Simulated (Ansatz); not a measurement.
This script for cell relaxations under several functionals of HgTe, space group I-4m2 with Ansatz 0.2.0, Python API holds a mistake.

`hgte_lattice.py`
```python
"""How the lattice of HgTe depends on the functional."""

from dataclasses import dataclass

import ansatz as az
import numpy as np


@dataclass(frozen=True)
class Settings:
    occupations: str = "Fixed"
    mesh: tuple[int, ...] = (6, 6, 6)


cfg = Settings()

def edges_and_angles(cell):
    cell = np.asarray(cell)
    a, b, c = np.linalg.norm(cell, axis=1)
    cosines = cell[1] @ cell[2] / (b * c), cell[0] @ cell[2] / (a * c), cell[0] @ cell[1] / (a * b)
    return (a, b, c, *np.degrees(np.arccos(cosines)))


def main() -> None:
    lattice = az.Lattice.of(
        (-3.045603, 3.045603, 1.55941),
        (3.045603, -3.045603, 1.55941),
        (3.045603, 3.045603, -1.55941),
    )
    sites = [
        ("Hg", (0.25, 0.75, 0.5)),
        ("Te", (0.0, 0.0, 0.0)),
    ]
    structure = az.Crystal(lattice=lattice)
    for symbol, position in sites:
        structure = structure.atom(symbol, position)

    calculation = (
        structure.calculation()
        .occupations(cfg.occupations)
        .kpoints(*cfg.mesh)
        .relax(cell=True, max_steps=40)
    )

    levels = [("blyp", "d3bj"), ("lda", "none"), ("pbesol", "d3bj")]
    print("level            a       b       c    alpha   beta  gamma  V/atom  steps")
    for name, dispersion in levels:
        seen = []
        run = calculation.functional(name, dispersion=dispersion).session().plan()
        res = run.execute(on_event=lambda e: seen.append(e) if e["event"] == "relax_step" else None)
        cell = res.lattice.cell_ang
        label = name if dispersion == "none" else f"{name}+{dispersion}"
        print("{:13s} {:7.4f} {:7.4f} {:7.4f} {:6.2f} {:6.2f} {:6.2f}".format(label, *edges_and_angles(cell)), f"{abs(np.linalg.det(cell)) / len(res.lattice.sites):7.3f} {len(seen):5d}")


if __name__ == "__main__":
    main()
```

Running `python hgte_lattice.py` prints:
```text
level            a       b       c    alpha   beta  gamma  V/atom  steps
DeckWarning: basis.ecutwfc = 420 eV, auto-derived from the records' recommended cutoffs: set by Hg (normal level)
RunWarning: iter 1: σ=0 fill of 18 bands saw a band overlap (occupied 12.7899 eV > unoccupied 9.0588 eV) — on an unconverged iterate often a transient of an unconverged empty band; one that stands at the close is told there (band_overlap_at_count); if the run [...]
RunWarning: a fill by count may have filled part of one level: at k-index 15 the highest filled band, 9.716388 eV, and the lowest empty band, 9.716388 eV, stand 3.553e-15 eV apart, within the solve's uncertainty, 4.472e-6 eV. If they are one level, whatever [...]
RunWarning: the bands overlap at the fill by count (18 filled at each k-point of a channel): the highest filled level, 11.012159 eV at k-index 3, stands 2.3143 eV over the lowest empty one, 8.697824 eV at k-index 25, so that a fill of the lowest levels lies [...]
blyp+d3bj      4.7814  4.7814  4.7814  95.29  95.29 144.64  30.133     8
RunWarning: this SCF's forces and stress, whichever it reports, may be less accurate than they should be. Ahead of them the orbitals were solved, by the loop's own last solve, its closing phase or the close (the residual-converged pass), until each band's [...]
lda            4.6551  4.6551  4.6551  95.30  95.30 144.60  27.836     8
pbesol+d3bj    4.6165  4.6165  4.6165  95.39  95.39 144.31  27.318     8
```
(Warnings from the package without file and line, shortened, repeats left out.)

No error stopped it. What is wrong with the input all the same?

The fault: fixed occupations, though the bands overlap at this level of theory. The correction:

```diff
--- before
+++ after
@@ -10,3 +10,4 @@
 class Settings:
-    occupations: str = "Fixed"
+    occupations: str = "fermi_dirac"
+    width_ev: float = 0.05
     mesh: tuple[int, ...] = (6, 6, 6)
@@ -39,3 +40,3 @@
         structure.calculation()
-        .occupations(cfg.occupations)
+        .occupations(cfg.occupations, width=cfg.width_ev)
         .kpoints(*cfg.mesh)
```

The mended script runs so:

`python hgte_lattice.py` gives:
```text
level            a       b       c    alpha   beta  gamma  V/atom  steps
DeckWarning: basis.ecutwfc = 420 eV, auto-derived from the records' recommended cutoffs: set by Hg (normal level)
blyp+d3bj      4.4111  4.4111  4.4111  98.65  98.65 134.37  28.278     9
lda            4.2984  4.2984  4.2984  98.73  98.73 134.14  26.243    10
pbesol+d3bj    4.2858  4.2858  4.2858  98.45  98.45 134.93  25.740     9
```
(Warnings from the package without file and line.)

Notes:
- Forces vanish by symmetry, so the ions can't move, and the end may be a saddle.
- BLYP and dispersion corrections can be off by several per cent in the lattices of metals, and by several GPa in the pressure at a fixed cell.
- The mesh is modest for a metal, so energies can be off by several to tens of meV an atom and pressures by half a GPa or more; differences at equal mesh fare better.
- Edges and angles are those of the cell as typed, here a primitive one, not of the conventional cell.
- Spin-orbit coupling, which matters for elements this heavy, is left out.
- The structure comes from a database of computed cells and needn't be a stable or known phase.
- Finished in 84 s on 1 thread of Arm Neoverse V1, on a shared host, peak memory 0.46 GiB.
